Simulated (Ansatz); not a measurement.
# Cr2B: further runs on the relaxed cell

The task here is to estimate one member of a computed series from the others.

Method: DFT PBEsol, scalar-relativistic, plane waves, PAW, in Ansatz 0.2.0.

### The starting structure

The structure is tetragonal, space group I4/mcm (No. 140). Conventional cell: a = 5.085 Å, b = 5.085 Å, c = 4.234 Å, α = 90.00°, β = 90.00°, γ = 90.00°. Cr (site symmetry m2m) is surrounded by 4 B at 2.17 Å and 3 Cr at 2.38 to 2.44 Å. Around B (site symmetry 422) lie 2 B at 2.12 Å and 8 Cr at 2.17 Å.

Structure file:

```
CELL_PARAMETERS angstrom
-2.54270 2.54270 2.11710
2.54270 -2.54270 2.11710
2.54270 2.54270 -2.11710
ATOMIC_POSITIONS crystal
Cr 0.66539 0.16539 0.83078
Cr 0.16539 0.33461 0.50000
Cr 0.33461 0.83461 0.16922
Cr 0.83461 0.66539 0.50000
B 0.25000 0.25000 0.00000
B 0.75000 0.75000 0.00000
```

It is the result of an earlier relaxation at this level (volume 9.13 Å³/atom; gap on the mesh: none (metal)).

Set-up of the first run:

File input.yaml:

```yaml
crystal:
  lattice:
    - [-2.5170167908, 2.5170167908, 2.0957109778]
    - [2.5170167908, -2.5170167908, 2.0957109778]
    - [2.5170167908, 2.5170167908, -2.0957109778]
  atoms:
    - { symbol: Cr, position: [0.6653880398, 0.1653880398, 0.8307760796] }
    - { symbol: Cr, position: [0.1653880398, 0.3346119602, 0.5] }
    - { symbol: Cr, position: [0.3346119602, 0.8346119602, 0.1692239204] }
    - { symbol: Cr, position: [0.8346119602, 0.6653880398, 0.5] }
    - { symbol: B, position: [0.25, 0.25, 0.0] }
    - { symbol: B, position: [0.75, 0.75, 0.0] }
basis:
  ecutwfc: 420
kpoints:
  mp_grid: { grid: [12, 12, 12] }
hamiltonian:
  xc: pbesol
scf:
  occupations: { method: gaussian, width: 0.1 }
output:
  forces: true
  stress: true
  eigenvalues: true
relax:
  adjacent_minimum: "off"
  f_tol: 0.01
  max_steps: 30
  cell: { stress_tol: 0.1, fix: [volume] }
```

Command:

```console
ansatz run input.yaml --threads 2 --pin off --max-ram 5120MiB --backend cpu --events-out ev --progress --plain --runs-dir out
```

Among the steps run: Point at V/V0 = 0.97; Volume × 1.03; Volume × 0.94; Volume × 1.06; The cell scaled to 0.91 of its volume; Point at V/V0 = 1.10; The cell scaled to 0.88 of its volume.

One table of the session follows, with a row left open; its other results are not shown here.

It belongs to the step «Equation of state». 

```
volume (Å³/atom)  energy above the lowest point (meV/atom)  pressure (GPa)
           8.030                                     159.7           52.22
           8.304                                         ?               ?
           8.578                                      35.6           22.10
           8.851                                       8.4           10.19
           9.125                                       0.0            0.00
           9.399                                       7.8           -8.73
           9.673                                      29.3          -16.20
          10.038                                      76.2          -24.49
```

Q: Estimate the row for volume (Å³/atom) = 8.304 from the others.

Worked estimate for «energy above the lowest point (meV/atom)». A straight line through the neighbours (8.030, 159.7) and (8.578, 35.6) gives 159.7 + (35.6 − 159.7) × (8.304 − 8.030) / (8.578 − 8.030) = 97.6; a parabola fitted to 3 rows on both sides gives 86.1.

The run gave: energy above the lowest point (meV/atom): 84.8; pressure (GPa): 35.99. In «energy above the lowest point (meV/atom)» the line misses by +12.8 and the parabola by +1.3.

Caveats from the session: Spin polarisation is off in the runs that give these values; a magnetic solution could lie lower.
